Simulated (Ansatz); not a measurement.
# Cu: the cost of one run

Computed with Ansatz 0.2.0 (DFT PBEsol, scalar-relativistic, plane waves, PAW, unless a step's input says otherwise).

**1. The starting structure**

Symmetry: Fm-3m, No. 225, cubic system. Conventional cell: a = 3.615 Å, b = 3.615 Å, c = 3.615 Å, α = 90.00°, β = 90.00°, γ = 90.00°. Cu (site symmetry m-3m) has 12 Cu at 2.56 Å in its first shell of neighbours.

Coordinates:

```xyz
1
Lattice="0.0000 1.8075 1.8075 1.8075 0.0000 1.8075 1.8075 1.8075 0.0000" Properties=species:S:1:pos:R:3 pbc="T T T"
Cu    0.0000    0.0000    0.0000
```

The cell is taken as given, not relaxed at this level.

**2. The reference cell**

The reference gives a free energy of -6588.7650 eV, pressure -6.48 GPa, largest force 0.000 eV/Å and gap on the mesh none (metal). It was computed beforehand with the settings of the runs below.

**3. The scan: a strain scan**

The cell is strained by ε times the Voigt pattern (1, 0, 0, 0, 0, 0) (xx, yy, zz, yz, xz, xy; engineering shear), with fractional coordinates fixed (clamped ions). The stress on the pattern is the sum of the stress components weighted by it, tension positive.

**4. Point ε = -0.0400**

File input.yaml:

```yaml
crystal:
  lattice:
    - [0.0, 1.8075, 1.8075]
    - [1.7352, 0.0, 1.8075]
    - [1.7352, 1.8075, 0.0]
  atoms:
    - { symbol: Cu, position: [0.0, 0.0, 0.0] }
basis:
  ecutwfc: 420
kpoints:
  mp_grid: { grid: [22, 22, 22] }
hamiltonian:
  xc: pbesol
scf:
  occupations: { method: gaussian, width: 0.15 }
output:
  forces: true
  stress: true
  eigenvalues: true
  write_density: true
  write_potential: true
  elf: true
  volumetric_format: npy
```

On the command line:

```
$ ansatz run input.yaml --threads 1 --pin off --max-ram 2560MiB --backend cpu --events-out ev --progress --plain --runs-dir out
```

**Question.** How long does this run take on 1 thread of Arm Neoverse V1, shared host, and how much memory does it need?

About 11 s, with a peak of 0.41 GiB.
